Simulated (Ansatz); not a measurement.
# Ta3Ru2: a sublattice displacement scan

Aim: for Ta3Ru2, measure how stiffly every Ru atom is held.

Computed with Ansatz 0.2.0 (DFT PBEsol, scalar-relativistic, plane waves, PAW, unless a step's input says otherwise).

1 further run of the same task is left out (set aside as unsound or not needed). Runs told in other sessions of the task aren't counted.

**1. Starting point**

Symmetry: P4/mmm, No. 123, tetragonal system. Conventional cell: a = 3.189 Å, b = 3.189 Å, c = 15.636 Å, α = 90.00°, β = 90.00°, γ = 90.00°. Around Ta (site symmetry 4mm) lie 4 Ru at 2.78 Å and 10 Ta at 2.79 to 3.28 Å. Ta (site symmetry 4mm) has 8 Ru at 2.71 to 2.72 Å and 6 Ta at 3.05 to 3.19 Å in its first shell of neighbours. Ta (site symmetry 4/mmm) is surrounded by 8 Ru at 2.72 Å and 6 Ta at 3.05 to 3.19 Å. Ta (site symmetry 4/mmm) has 12 Ta at 2.79 to 3.19 Å in its first shell of neighbours. Around Ru (site symmetry 4mm) lie 8 Ta at 2.71 to 2.78 Å and 1 Ru at 3.03 Å. Around Ru (site symmetry 4mm) lie 8 Ta at 2.72 Å and 6 Ru at 3.03 to 3.19 Å.

Structure file:

```
CELL_PARAMETERS angstrom
3.18895 0.00000 0.00000
0.00000 3.18895 0.00000
0.00000 0.00000 15.63590
ATOMIC_POSITIONS crystal
Ta 0.00000 0.00000 0.89521
Ta 0.00000 0.00000 0.10479
Ta 0.00000 0.00000 0.30475
Ta 0.00000 0.00000 0.50000
Ta 0.00000 0.00000 0.69525
Ta 0.50000 0.50000 0.00000
Ru 0.50000 0.50000 0.20877
Ru 0.50000 0.50000 0.40259
Ru 0.50000 0.50000 0.59741
Ru 0.50000 0.50000 0.79123
```

It goes back to an entry of the Materials Project, which need not be the stable form.

This cell was relaxed beforehand with the same method: volume 15.90 Å³/atom, gap on the mesh none (metal).

**2. Zero of energy**

The reference gives a free energy of -82107.6842 eV, pressure 0.03 GPa, largest force 0.016 eV/Å and gap on the mesh none (metal). It was computed beforehand with the settings of the runs below.

**3. The scan: a sublattice displacement scan**

Every Ru atom is moved by x along the Cartesian unit vector (-0.589, -0.589, 0.554); the cell and all other atoms stay fixed. Forces below are components along that vector, summed over the moved atoms.

**4. x = -0.100 Å**

The input, input.yaml:

```yaml
crystal:
  lattice:
    - [3.1889496297, 0.0, 0.0]
    - [0.0, 3.1889496297, 0.0]
    - [0.0, 0.0, 15.6359031774]
  atoms:
    - { symbol: Ta, position: [0.0, 0.0, 0.8952061967] }
    - { symbol: Ta, position: [0.0, 0.0, 0.1047938033] }
    - { symbol: Ta, position: [0.0, 0.0, 0.3047524231] }
    - { symbol: Ta, position: [0.0, 0.0, 0.5] }
    - { symbol: Ta, position: [0.0, 0.0, 0.6952475769] }
    - { symbol: Ta, position: [0.5, 0.5, 0.0] }
    - { symbol: Ru, position: [0.5184590171, 0.5184590171, 0.205225251] }
    - { symbol: Ru, position: [0.5184590171, 0.5184590171, 0.3990484227] }
    - { symbol: Ru, position: [0.5184590171, 0.5184590171, 0.5938645223] }
    - { symbol: Ru, position: [0.5184590171, 0.5184590171, 0.787687694] }
basis:
  ecutwfc: 420
kpoints:
  mp_grid: { grid: [12, 12, 4] }
hamiltonian:
  xc: pbesol
scf:
  occupations: { method: gaussian, width: 0.15 }
output:
  forces: true
  stress: true
  eigenvalues: true
  write_density: true
  write_potential: true
  elf: true
  volumetric_format: npy
```

Started as:

```
$ ansatz run input.yaml --threads 2 --pin off --max-ram 5120MiB --backend cpu --events-out ev --progress --plain --runs-dir out
```

Log (excerpt; [...] marks lines left out):

```text
Warning: RAYON_NUM_THREADS=2 ignored (pool sized by the plan → 2); use --threads N
[...]
Pseudopotentials: kind: paw
Pseudopotential: Ta, paw, valence charge 13, recommended cutoff 420 eV (normal), Ta.paw.azcp
Pseudopotential: Ru, paw, valence charge 16, recommended cutoff 420 eV (normal), Ru.paw.azcp
Functional definition: PBEsol
[...]
Crystal: 10 atoms, lattice volume = 159.008 Å³
Basis set: ecut = 420 eV, 3149 PW (Γ), exchange–correlation on 48×48×216 points (8 copies of the dense FFT grid, shifted against one another)
Bands: 86, of which v1, the nominal top of the filled ones, is band 71 counted from 1 (70 counted from 0)
Symmetry: 2 space group operations
Space group: Cm (ITA 8), of the structure as read, at distance tolerance 5.4e-5 Å
k-points: 164 of 576 (time reversal used)
[...]
SCF iter   1: F=—  HF=-82107.834029 eV  |F-HF|=—  |Δ(HF+E_count)|=         —  Δρ=2.32e-2  dr2=1.42e1  ethr=1.77e-3  ⟨swp⟩=4.4  Hψ=44953  notcnv=0
[...]
SCF iter   8: F=-82107.565010 eV  HF=-82107.565010 eV  |F-HF|=7.16e-9  |Δ(HF+E_count)|=   9.24e-9  Δρ=1.30e-6  dr2=8.06e-9  ethr=7.04e-11  ⟨swp⟩=7.2  Hψ=78854  notcnv=0
[...]
SCF converged after 8 iterations
Free energy (F): -82107.565010 eV
[...]
E sigma→0 (E₀):  -82107.510515 eV
Entropy (-TS):   -0.108990 eV (-10.899 meV/atom)
Fermi energy:    21.338052 eV
[...]
--- Forces (eV/Å), atoms counted from 1 ---
  atom   1  Ta     0.13886677     0.13886677    -0.15731093
  atom   2  Ta     0.16894576     0.16894576    -0.18498771
  atom   3  Ta     0.30356820     0.30356820    -0.29053700
  atom   4  Ta     0.37323016     0.37323016    -0.26097120
  atom   5  Ta     0.34054072     0.34054072    -0.35506678
  atom   6  Ta     0.01473487     0.01473487    -0.28359146
  atom   7  Ru    -0.32614883    -0.32614883     0.40280881
  atom   8  Ru    -0.31816852    -0.31816852     0.29010097
[...]
--- Stress (GPa, compression-positive) ---
        0.473353       0.200538      -0.186415
        0.200538       0.473353      -0.186415
       -0.186415      -0.186415       0.895859
  P = ⅓ Tr σ = 0.6142 GPa (6.142 kbar)
--- Band table (eV; the first three rows and the last of 164) ---
[...]
```

Wall time 2.7 min (2 threads of Arm Neoverse V2, shared host); peak memory 1.6 GiB.

The maps below are laid out on this run's own conventional cell (a, b, c = 4.510, 4.510, 15.636 Å).

Density in a lattice plane of the grid's cell (edges 4.51 and 15.64 Å, at 0.000 of the third edge), which holds Ta and Ru.

Ten even steps from '0' (0.22 e/Å³) to '9' (10.04 e/Å³):
```
100100
310001
200000
001930
100410
310001
200100
001930
100200
210001
100100
001930
200200
310001
100200
001930
200100
310001
100100
001210
```
Columns run along the first of these edges and rows up along the second, over one cell in 6 and 20 even steps from the bottom left corner. Atoms in the plane (fractional): Ta at (0.00, 0.90), Ta at (0.00, 0.10), Ta at (0.00, 0.30), Ta at (0.00, 0.50), Ta at (0.00, 0.70), Ta at (0.50, 0.00), Ru at (0.52, 0.21), Ru at (0.52, 0.40), Ru at (0.52, 0.59), Ru at (0.52, 0.79).

ELF in the same plane.

Values, 12 rows by 6 columns:
```
0.41 0.51 0.33 0.17 0.33 0.49
0.27 0.18 0.29 0.50 0.35 0.22
0.45 0.21 0.34 0.60 0.44 0.25
0.62 0.46 0.31 0.18 0.33 0.44
0.24 0.35 0.44 0.34 0.59 0.37
0.00 0.63 0.35 0.37 0.39 0.60
0.24 0.34 0.42 0.47 0.57 0.37
0.63 0.45 0.30 0.18 0.30 0.44
0.45 0.21 0.31 0.50 0.37 0.24
0.26 0.19 0.32 0.60 0.43 0.23
0.41 0.52 0.33 0.20 0.34 0.50
0.46 0.46 0.61 0.00 0.61 0.46
```
Columns run along the first of these edges and rows up along the second, over one cell in 6 and 12 even steps from the bottom left corner. Atoms in the plane (fractional): Ta at (0.00, 0.90), Ta at (0.00, 0.10), Ta at (0.00, 0.30), Ta at (0.00, 0.50), Ta at (0.00, 0.70), Ta at (0.50, 0.00), Ru at (0.52, 0.21), Ru at (0.52, 0.40), Ru at (0.52, 0.59), Ru at (0.52, 0.79).

Both are smooth fields of the valence electrons: close to the nuclei they are not physical.

The highest ELF values outside the cores: 0.63 between the atoms, 1.7 Å from Ta.

**5. x = 0.075 Å**

The input, input.yaml:

```yaml
crystal:
  lattice:
    - [3.1889496297, 0.0, 0.0]
    - [0.0, 3.1889496297, 0.0]
    - [0.0, 0.0, 15.6359031774]
  atoms:
    - { symbol: Ta, position: [0.0, 0.0, 0.8952061967] }
    - { symbol: Ta, position: [0.0, 0.0, 0.1047938033] }
    - { symbol: Ta, position: [0.0, 0.0, 0.3047524231] }
    - { symbol: Ta, position: [0.0, 0.0, 0.5] }
    - { symbol: Ta, position: [0.0, 0.0, 0.6952475769] }
    - { symbol: Ta, position: [0.5, 0.5, 0.0] }
    - { symbol: Ru, position: [0.4861557372, 0.4861557372, 0.2114264241] }
    - { symbol: Ru, position: [0.4861557372, 0.4861557372, 0.4052495958] }
    - { symbol: Ru, position: [0.4861557372, 0.4861557372, 0.6000656954] }
    - { symbol: Ru, position: [0.4861557372, 0.4861557372, 0.7938888671] }
basis:
  ecutwfc: 420
kpoints:
  mp_grid: { grid: [12, 12, 4] }
hamiltonian:
  xc: pbesol
scf:
  occupations: { method: gaussian, width: 0.15 }
output:
  forces: true
  stress: true
  eigenvalues: true
```

Started as:

```
$ ansatz run input.yaml --threads 2 --pin off --max-ram 5120MiB --backend cpu --events-out ev --progress --plain --runs-dir out
```

Log (excerpt; [...] marks lines left out):

```text
Warning: RAYON_NUM_THREADS=2 ignored (pool sized by the plan → 2); use --threads N
[...]
[... 4 set-up lines as earlier in the session ...]
[...]
Crystal: 10 atoms, lattice volume = 159.008 Å³
Basis set: ecut = 420 eV, 3149 PW (Γ), exchange–correlation on 48×48×216 points (8 copies of the dense FFT grid, shifted against one another)
Bands: 86, of which v1, the nominal top of the filled ones, is band 71 counted from 1 (70 counted from 0)
[... 2 set-up lines as earlier in the session ...]
k-points: 164 of 576 (time reversal used)
[...]
SCF converged after 8 iterations
Free energy (F): -82107.617681 eV
[...]
E sigma→0 (E₀):  -82107.563423 eV
Entropy (-TS):   -0.108515 eV (-10.851 meV/atom)
Fermi energy:    21.343207 eV
[...]
--- Forces (eV/Å), atoms counted from 1 ---
  atom   1  Ta    -0.12167060    -0.12167060     0.13377106
  atom   2  Ta    -0.10560915    -0.10560915     0.11859992
  atom   3  Ta    -0.24739877    -0.24739877     0.26166647
  atom   4  Ta    -0.27661214    -0.27661214     0.19088879
  atom   5  Ta    -0.22528056    -0.22528056     0.21454022
  atom   6  Ta    -0.01125493    -0.01125493     0.21543441
  atom   7  Ru     0.25965412     0.25965412    -0.38854641
  atom   8  Ru     0.24968709     0.24968709    -0.23174431
[...]
--- Stress (GPa, compression-positive) ---
        0.243969       0.109322      -0.102776
        0.109322       0.243969      -0.102776
       -0.102776      -0.102776       0.575857
  P = ⅓ Tr σ = 0.3546 GPa (3.546 kbar)
--- Band table (eV; the first three rows and the last of 164) ---
[...]
```

Wall time 1.7 min (2 threads of Arm Neoverse V2, shared host); peak memory 1.6 GiB.

**6. x = -0.050 Å**

Changes to input.yaml since step 5:

```diff
@@ -12,6 +12,6 @@
     - { symbol: Ta, position: [0.5, 0.5, 0.0] }
-    - { symbol: Ru, position: [0.4861557372, 0.4861557372, 0.2114264241] }
-    - { symbol: Ru, position: [0.4861557372, 0.4861557372, 0.4052495958] }
-    - { symbol: Ru, position: [0.4861557372, 0.4861557372, 0.6000656954] }
-    - { symbol: Ru, position: [0.4861557372, 0.4861557372, 0.7938888671] }
+    - { symbol: Ru, position: [0.5092295085, 0.5092295085, 0.2069970148] }
+    - { symbol: Ru, position: [0.5092295085, 0.5092295085, 0.4008201865] }
+    - { symbol: Ru, position: [0.5092295085, 0.5092295085, 0.5956362861] }
+    - { symbol: Ru, position: [0.5092295085, 0.5092295085, 0.7894594578] }
 basis:
```

Started as:

```
$ ansatz run input.yaml --threads 2 --pin off --max-ram 5120MiB --backend cpu --events-out ev --progress --plain --runs-dir out
```

Log (excerpt; [...] marks lines left out):

```text
Warning: RAYON_NUM_THREADS=2 ignored (pool sized by the plan → 2); use --threads N
[...]
[... 4 set-up lines as earlier in the session ...]
[...]
Crystal: 10 atoms, lattice volume = 159.008 Å³
Basis set: ecut = 420 eV, 3149 PW (Γ), exchange–correlation on 48×48×216 points (8 copies of the dense FFT grid, shifted against one another)
Bands: 86, of which v1, the nominal top of the filled ones, is band 71 counted from 1 (70 counted from 0)
[... 2 set-up lines as earlier in the session ...]
k-points: 164 of 576 (time reversal used)
[...]
SCF converged after 8 iterations
Free energy (F): -82107.654797 eV
[...]
E sigma→0 (E₀):  -82107.600769 eV
Entropy (-TS):   -0.108056 eV (-10.806 meV/atom)
Fermi energy:    21.346943 eV
[...]
--- Forces (eV/Å), atoms counted from 1 ---
  atom   1  Ta     0.07147556     0.07147556    -0.07969784
  atom   2  Ta     0.07831821     0.07831821    -0.08640882
  atom   3  Ta     0.14988980     0.14988980    -0.14078443
  atom   4  Ta     0.18281451     0.18281451    -0.12477320
  atom   5  Ta     0.16018454     0.16018454    -0.17272301
  atom   6  Ta     0.00762725     0.00762725    -0.14506022
  atom   7  Ru    -0.16196101    -0.16196101     0.20084229
  atom   8  Ru    -0.15597968    -0.15597968     0.13742605
[...]
--- Stress (GPa, compression-positive) ---
        0.083137       0.047591      -0.045021
        0.047591       0.083137      -0.045021
       -0.045021      -0.045021       0.347161
  P = ⅓ Tr σ = 0.1711 GPa (1.711 kbar)
--- Band table (eV; the first three rows and the last of 164) ---
[...]
```

Run time: 1.7 min. Hardware: 2 threads of Arm Neoverse V2, shared host; peak memory 1.6 GiB.

**7. All points together**

Collected from the runs (energy zero: the undisturbed cell):

```csv
x (Å),ΔE (meV/cell),force on the moved atoms (eV/Å),pressure (GPa)
-0.100,119.2,2.426,0.6
-0.050,29.4,1.181,0.2
0.000,0.0,0.000,0.0
0.075,66.5,-1.792,0.4
```

**8. Results**

```
                                                        quantity                                       value
force constant along x, from the points at -0.050, 0 and 0.075 Å  23.73 eV/Å² for the 4 moved atoms together
```

Near the site the force constant is 23.73 eV/Å² for the 4 atoms together, 5.93 on average. No sampled point lies below the undisturbed cell. Spin-orbit coupling is left out for Ta.
